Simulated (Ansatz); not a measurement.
**OsSe (zincblende): equation of state**

An exercise on one series of results from a longer session: the logs are not shown, and one member is left open.

Program: Ansatz 0.2.0. Level of theory: DFT PBE, scalar-relativistic, plane waves, PAW. These are calculated values, not measurements.

2 further runs of the same task are left out: 1 that didn't finish, 1 set aside as unsound or not needed. Runs told in other sessions of the task aren't counted.

### The system as given

Symmetry: F-43m, No. 216, cubic system. The conventional cell has a = 5.509 Å, b = 5.509 Å, c = 5.509 Å, α = 90.00°, β = 90.00°, γ = 90.00°. Os (site symmetry -43m) is surrounded by 4 Se at 2.39 Å. Around Se (site symmetry -43m) lie 4 Os at 2.39 Å.

Coordinates:

```
CELL_PARAMETERS angstrom
0.00000 2.75464 2.75464
2.75464 0.00000 2.75464
2.75464 2.75464 0.00000
ATOMIC_POSITIONS crystal
Os 0.00000 0.00000 0.00000
Se 0.25000 0.25000 0.25000
```

An earlier run at PBE left this cell at 20.902 Å³/atom and 0.07 GPa (10×10×10 mesh).

Volume factors to run: 0.980, 1.020, 0.960, 1.040, 1.070, 1.100, 0.945.

The first run:

input.yaml

```yaml
crystal:
  lattice:
    - [0.0, 2.7361540623, 2.7361540623]
    - [2.7361540623, 0.0, 2.7361540623]
    - [2.7361540623, 2.7361540623, 0.0]
  atoms:
    - { symbol: Os, position: [0.0, 0.0, 0.0], spin: 0.05 }
    - { symbol: Se, position: [0.25, 0.25, 0.25] }
basis:
  ecutwfc: 420
  ecutrho_ratio: 4
kpoints:
  mp_grid: { grid: [10, 10, 10] }
hamiltonian:
  xc: pbe
scf:
  occupations: { method: gaussian, width: 0.05 }
output:
  forces: true
  stress: true
  eigenvalues: true
  populations: true
magnetization:
  spin_polarized: true
```

The run is started by

```console
ansatz run input.yaml --threads 2 --pin off --max-ram 2662MiB --backend cpu --events-out ev --progress --plain --runs-dir out
```

Among the steps run: Scaling the volume by 0.980; Scaling the volume by 1.020; Scaling the volume by 0.960; At 1.040 of the relaxed volume; At 1.070 of the relaxed volume; At 1.100 of the relaxed volume; Volume × 0.945.

One of the session's tables, all rows but one given; the rest of the session is left out.

It belongs to the step «The fit». 

```
volume (Å³/atom)  energy (meV/atom)  pressure (GPa)
          19.753              31.77            9.28
          20.066              16.41            6.46
          20.484                  ?               ?
          20.902               0.00            0.07
          21.320               3.34           -2.60
          21.738              13.24           -4.96
          22.366              38.79           -8.02
          22.993              75.27          -10.55
```

**Question.** Estimate the row for volume (Å³/atom) = 20.484.

Worked estimate for «energy (meV/atom)». A straight line through the neighbours (20.066, 16.41) and (20.902, 0.00) gives 16.41 + (0.00 − 16.41) × (20.484 − 20.066) / (20.902 − 20.066) = 8.20; a parabola fitted to 4 rows on both sides gives 4.14.

**Answer.** energy (meV/atom): 4.05; pressure (GPa): 3.08. In «energy (meV/atom)» the line misses by +4.15 and the parabola by +0.09.

To keep in mind: Warnings in the runs' records: seeded moment not kept.
